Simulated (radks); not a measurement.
# Ba in [Kr] 4d10 5s1.5 5p6 6s2 6p0.5: an all-electron calculation

Aim: the levels, the sizes of the orbitals and the parts of the energy of neutral barium.

The numbers are computed with radks (a radial shooting solver on a logarithmic mesh, Libxc functionals) version 1 (Dirac Kohn-Sham, PBE, spin-unpolarised, spherical densities, finite nucleus; open shells fill j = l - 1/2 first), except any that are marked as measured or tabulated.

**1. The system**

```
element            : barium (Z = 56)
charge             : 0
electrons          : 56
configuration      : [Kr] 4d10 5s1.5 5p6 6s2 6p0.5
nuclear rms radius : 4.8378 fm
```

**2. The run**

Settings of this run:

```text
Z 56
configuration [Kr] 4d10 5s1.5 5p6 6s2 6p0.5
relativity Dirac
functional pbe,pbe
spin unpolarised
j_filling energy
nucleus finite rms 4.8378 fm
c 137.035999084
```

What does the calculation give?

As calculated:

| quantity | value |
| --- | --- |
| total energy | -8138.3768 hartree |
| exchange-correlation share of it | 2.43 % |
| −T/E | 1.0674 |
| highest occupied level | 6p1/2, -1.812 eV |
| most extended occupied level | 6p1/2, <r> = 5.75 bohr |
| radius at density 0.001 e/bohr³ | 5.71 bohr |
| maxima of the radial density | 4 |

**Reading.** The radial density shows 4 maxima for 6 occupied principal shells; where shells overlap, one shows as a shoulder or not at all. −T/E is 1.067: with relativity the kinetic term as defined here no longer equals −E. This is not the tabulated ground configuration, so its levels and sizes aren't those of the ground state, and no measured value stands beside it.
